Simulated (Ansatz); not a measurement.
# C2H4BFO: the cost of one run

Computed with Ansatz 0.2.0. Level: RKS r2SCAN-D4/def2-SVP.

## 1. The system as given

SMILES `C=C(O)BF`, 9 atoms, charge 0, spin multiplicity 1.

Atoms are counted from 1 here; the program's logs count them from 0.

Bond lengths: C1–C2 1.361 Å, C1–H6 1.099 Å, C1–H7 1.105 Å, C2–O3 1.363 Å, C2–B4 1.563 Å, O3–H8 0.978 Å, B4–F5 1.332 Å, B4–H9 1.219 Å. Angles: C2–C1–H6 119.7°, C2–C1–H7 122.9°, H6–C1–H7 117.3°, C1–C2–O3 124.9°, C1–C2–B4 118.9°, O3–C2–B4 116.3°, C2–O3–H8 108.9°, C2–B4–F5 120.4°, C2–B4–H9 121.4°, F5–B4–H9 118.2°.

Coordinates:

```xyz
9

C     1.25402    0.01149   -0.05785
C    -0.08132   -0.24474   -0.11905
O    -0.63557   -1.36699   -0.65827
B    -1.07868    0.80686    0.46544
F    -2.39120    0.58586    0.42708
H     1.60876    0.94683    0.39632
H     2.01795   -0.68469   -0.44845
H     0.07912   -1.94646   -0.98893
H    -0.68447    1.84553    0.96652
```

This geometry comes from a loose relaxation at PBE in a small basis, which is not shown.

## 3. The grid

The axes are (1) dihedral H6–C1–C2–B4: 10 values from −180 to 144 °, periodic; (2) dihedral C1–C2–O3–H8: 10 values from −180 to 144 °, periodic.

Relaxed at each point: all other coordinates. Energies count from the relaxed molecule at the same level. Points are written as (first, second).

(The set-up runs are not shown.)

## 4. Point (108°, −180°)

Contents of input.yaml:

```yaml
crystal:
  periodic: [false, false, false]
  atoms:
    - { symbol: C, position_ang: [0.846423, 0.454402, -0.273954] }
    - { symbol: C, position_ang: [0.129633, -0.578653, 0.225694] }
    - { symbol: O, position_ang: [-0.035514, -1.142826, -0.998637] }
    - { symbol: B, position_ang: [-0.900905, 0.58013, 0.387596] }
    - { symbol: F, position_ang: [-1.992939, 0.678787, -0.374407] }
    - { symbol: H, position_ang: [1.685546, 0.872559, 0.285559] }
    - { symbol: H, position_ang: [1.321573, 0.230533, -1.233732] }
    - { symbol: H, position_ang: [-0.552716, -1.899712, -0.685268] }
    - { symbol: H, position_ang: [-0.799605, 1.328307, 1.325266] }
basis:
  gaussian: { orbitals: def2-SVP }
hamiltonian:
  xc: r2scan
  dispersion: d4
output:
  forces: true
relax:
  f_tol: 0.02
  max_steps: 50
  escape_saddle: false
  constraints: [{ sites: [5, 0, 1, 3] }, { sites: [0, 1, 2, 7] }]
scf:
  lower_state_search: "off"
```

Launch:

```bash
$ ansatz run input.yaml --threads 1 --pin off --max-ram 2560MiB --backend cpu --events-out ev --progress --plain --runs-dir out
```

**Question.** How long does this run take on 1 thread of Arm Neoverse V1, shared host, and how much memory does it need?

About 24 s, with a peak of 0.14 GiB.
